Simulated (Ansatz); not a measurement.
C3H4AlI, SMILES IC1=[CH][AlH][CH2]1, a ladder of methods at one geometry

With the Ansatz DFT code, driven from Python.

Run as a notebook:

In [1]:
```python
from pathlib import Path

import ansatz as az
import numpy as np

BASIS_SET = "def2-SVP"
```

In [2]:
```python
geometry_ang = [
    ("I", (0.713, -2.7692, 1.417)),
    ("C", (0.3314, -0.8928, 0.4221)),
    ("C", (1.135, -0.045, -0.2922)),
    ("Al", (-0.0941, 1.333, -0.7381)),
    ("C", (-0.8958, -0.0514, 0.227)),
    ("H", (2.2239, -0.0768, -0.521)),
    ("H", (-0.4083, 2.7141, -1.4702)),
    ("H", (-1.6376, -0.5792, -0.3299)),
    ("H", (-1.2789, 0.321, 1.2683)),
]
c3h4ali = az.Crystal.molecule()
for symbol, xyz in geometry_ang:
    c3h4ali = c3h4ali.atom(symbol, xyz)
```

In [3]:
```python
model = c3h4ali.calculation().basis(gaussian=BASIS_SET)
```

In [4]:
```python
print("functional    E (Ha)        dipole (D)   HOMO (eV)  LUMO (eV)")
for name in ["hse06", "blyp", "r2scan", "b3lyp", "hf", "revpbe"]:
    data = model.functional(name).forces().orbitals().run(threads=1, backend="cpu", runs_dir="runs").report
    lines = Path(data["orbitals_path"]).read_text().splitlines()
    field_of = lambda key: [line.split("=")[1].strip() for line in lines if line.startswith(key)]
    orbitals = [(27.211386 * float(e), s, float(n)) for e, s, n in zip(field_of("Ene="), field_of("Spin="), field_of("Occup="))]
    homo = max(e for e, _, n in orbitals if n > 0.5)
    lumo = min(e for e, _, n in orbitals if n < 0.5)
    dipole = 4.803205 * np.linalg.norm(data["charge_distribution"]["dipole_moment_e_ang"])
    print(f"{name:10s} {data['free_energy_ev'] / 27.211386246:14.6f} {dipole:9.3f} {homo:11.3f} {lumo:10.3f}")
```
```text
functional    E (Ha)        dipole (D)   HOMO (eV)  LUMO (eV)
hse06         -656.320726     2.058      -5.993     -2.135
blyp          -656.464137     1.724      -5.008     -2.372
r2scan        -656.593420     2.101      -5.416     -2.354
b3lyp         -656.692624     1.950      -6.163     -1.921
hf            -654.212230     2.464      -9.009      1.191
revpbe        -656.537129     1.818      -5.115     -2.451
```

Total energies depend on the basis set; only differences at equal settings carry meaning. The geometry is a force-field or estimated start, not a minimum of this method, and the basis set is short of its limit. A lower total doesn't mark the better method: functionals have no common bound, and MP2 and coupled cluster aren't variational. def2 sets replace the cores of elements past krypton by effective core potentials. b3lyp holds the VWN-RPA fit, as in Gaussian; the form of ORCA and Turbomole is b3lyp5. Levels such as HOMO and LUMO are orbital energies: with these approximate functionals they aren't the ionisation energy and electron affinity, and their gap isn't the fundamental gap. hse06 follows the composition of plane-wave codes, whose totals differ by tens of mHa, up to about 0.1 Ha, from the form usual in Gaussian-basis programs (wpbeh). It ran for 33 s on 1 thread of Arm Neoverse V2, with other jobs on the host, peak memory 0.33 GiB.
